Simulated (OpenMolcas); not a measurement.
# CH2ClNSi (SMILES ClC1=N[SiH2]1): FNO-MP2/6-31G(d) (RICD fitting, Cartesian functions, virtual fraction 0.4)

What is the energy change on altering one bond length of CH2ClNSi at FNO-MP2/6-31G* (RICD fitting, Cartesian functions, virtual fraction 0.4)? 

Program for the calculation: OpenMolcas 26.06.

2 further runs of the same task are left out: 2 set aside as unsound or not needed.

**1. The structure to begin with**

CH2ClNSi: 6 atoms, total charge 0, spin state singlet. SMILES: `ClC1=N[SiH2]1`. Geometry: relaxed at GFN2-xTB.

Bond lengths: Cl1–C2 1.676 Å, C2–N3 1.288 Å, C2–Si4 1.839 Å, N3–Si4 1.800 Å, Si4–H5 1.445 Å, Si4–H6 1.444 Å. Angles: Cl1–C2–N3 130.2°, Cl1–C2–Si4 162.2°, N3–C2–Si4 67.7°, C2–N3–Si4 70.9°, C2–Si4–N3 41.4°, C2–Si4–H5 117.3°, C2–Si4–H6 117.4°, N3–Si4–H5 117.3°, N3–Si4–H6 117.3°, H5–Si4–H6 121.3°.

**2. The energy at FNO-MP2/6-31G(d) (RICD fitting, Cartesian functions, virtual fraction 0.4)**

test.input reads:

```
&GATEWAY
  Coord
  6
  angstrom
  Cl      -1.227950      -2.302010       0.037280
  C       -0.294360      -0.909660       0.033030
  N        0.981180      -0.764130       0.138200
  Si       0.215960       0.855640      -0.035560
  H        0.274370       1.478820      -1.337750
  H        0.050810       1.641330       1.164800
  Basis=6-31G*
  Group=NoSym
  RICD

&SEWARD

&SCF
  PrOrbitals=1

&MBPT2
  FNOMP2=0.4
  DoMP2
  Frozen=12
```

Command:

```console
$ export MOLCAS_MEM=1860
$ pymolcas test.input > test.log
```

Output:

```text
--- Start Module: gateway ---
[...]
--- Stop Module: gateway /rc=_RC_ALL_IS_WELL_ ---
[...]
      Basis functions           72
[...]
--- Start Module: scf ---
[...]
       Convergence after  13 Iterations
[...]
::    Total SCF energy                               -841.8058438501
[...]
      Total spin, S                                     0.0000000000
[...]
      Total electronic charge=   46.000000
      Total            charge=   -0.000000
[...]
      Dipole Moment (debye):
      Origin of the operator (angstrom)=   -0.2898   -0.8248    0.0271
                   X= -8.3162E-01               Y=  3.2528E+00               Z= -2.8415E-01           Total=  3.3695E+00
      Quadrupole Moment (debye*angstrom):
[...]
--- Stop Module: scf /rc=_RC_ALL_IS_WELL_ ---
[...]
--- Start Module: mbpt2 ---
[...]
WARNING!
Default frozen orbitals as non valence orbitals is overwritten by user input.
Default values:   9
[...]
       Reference weight ( Cref**2 )         =        0.86957
::    Total MBPT2 energy                             -842.1704632950
[...]
--- Stop Module: mbpt2 /rc=_RC_ALL_IS_WELL_ ---
[...]
```

It took 2.5 s on 1 thread of Arm Neoverse V2, shared host; peak memory 0.26 GiB.

**3. The distorted shape**

test.inp reads:

```
>>> EXPORT MOLCAS_PRINT=2

&GATEWAY
  Coord
  6
  angstrom
  Cl      -0.980222      -3.480562      -1.763285
  C       -0.046632      -2.088212      -1.767535
  N        1.228908      -1.942682      -1.662365
  Si       0.463688      -0.322912      -1.836125
  H        0.522098       0.300268      -3.138315
  H        0.050810       1.641330       1.164800
  Basis=6-31G*
  Group=NoSym
  RICD

&SEWARD

&SCF
  PrOrbitals=1

&MBPT2
  FNOMP2=0.4
  DoMP2
  Frozen=12
```

Command:

```console
$ export MOLCAS_MEM=1860
$ pymolcas test.inp > test.log
```

Output:

```text
--- Start Module: gateway ---
[...]
--- Stop Module: gateway /rc=_RC_ALL_IS_WELL_ ---
[...]
      Basis functions           72
[...]
--- Start Module: scf ---
[...]
       Convergence after  15 Iterations
[...]
::    Total SCF energy                               -841.5694544362
[...]
      Total spin, S                                     0.0000000000
[...]
      Total electronic charge=   46.000000
      Total            charge=   -0.000000
[...]
      Dipole Moment (debye):
      Origin of the operator (angstrom)=   -0.0448   -1.9903   -1.7535
                   X= -7.6022E-01               Y=  1.2256E+00               Z= -2.1235E+00           Total=  2.5670E+00
      Quadrupole Moment (debye*angstrom):
[...]
--- Stop Module: scf /rc=_RC_ALL_IS_WELL_ ---
[...]
--- Start Module: mbpt2 ---
[...]
WARNING!
Default frozen orbitals as non valence orbitals is overwritten by user input.
Default values:   9
[...]
       Reference weight ( Cref**2 )         =        0.78927
::    Total MBPT2 energy                             -841.9776856426
[...]
--- Stop Module: mbpt2 /rc=_RC_ALL_IS_WELL_ ---
[...]
```

Wall time 2.7 s (1 thread of Arm Neoverse V2, shared host); peak memory 0.26 GiB.

**4. Results**

Level: FNO-MP2/6-31G* (RICD fitting, Cartesian functions, virtual fraction 0.4), 12 core orbitals frozen.

| quantity | value |
| --- | --- |
| first shape: total energy | -842.17046 Eh |
| first shape: dipole moment (mean-field density) | 3.37 D |
| first shape: HOMO energy (Hartree–Fock orbitals) | -9.72 eV |
| first shape: LUMO energy (Hartree–Fock orbitals) | 2.23 eV |
| first shape: HOMO–LUMO gap (Hartree–Fock orbitals) | 11.94 eV |
| first shape: correlation energy (12 core orbitals frozen) | -364.6 mEh |
| distorted shape: total energy | -841.97769 Eh |
| distorted shape: dipole moment (mean-field density) | 2.57 D |
| distorted shape: HOMO energy (Hartree–Fock orbitals) | -8.08 eV |
| distorted shape: LUMO energy (Hartree–Fock orbitals) | -2.27 eV |
| distorted shape: HOMO–LUMO gap (Hartree–Fock orbitals) | 5.81 eV |
| distorted shape: correlation energy (12 core orbitals frozen) | -408.2 mEh |
| energy change with the Si4–H6 bond stretched from 1.444 to 3.610 Å | 5.246 eV |

**Reading.** One bond (distorted shape) is far stretched, which a spin-restricted single reference describes badly; perturbation theory on it can break down and give far too much correlation. With the Si4–H6 bond stretched from 1.444 to 3.610 Å the energy rises by 5.25 eV (506 kJ/mol). The first shape isn't relaxed at this level, so the change isn't measured from a minimum. A restricted reference can't describe the breaking bond well at this length.
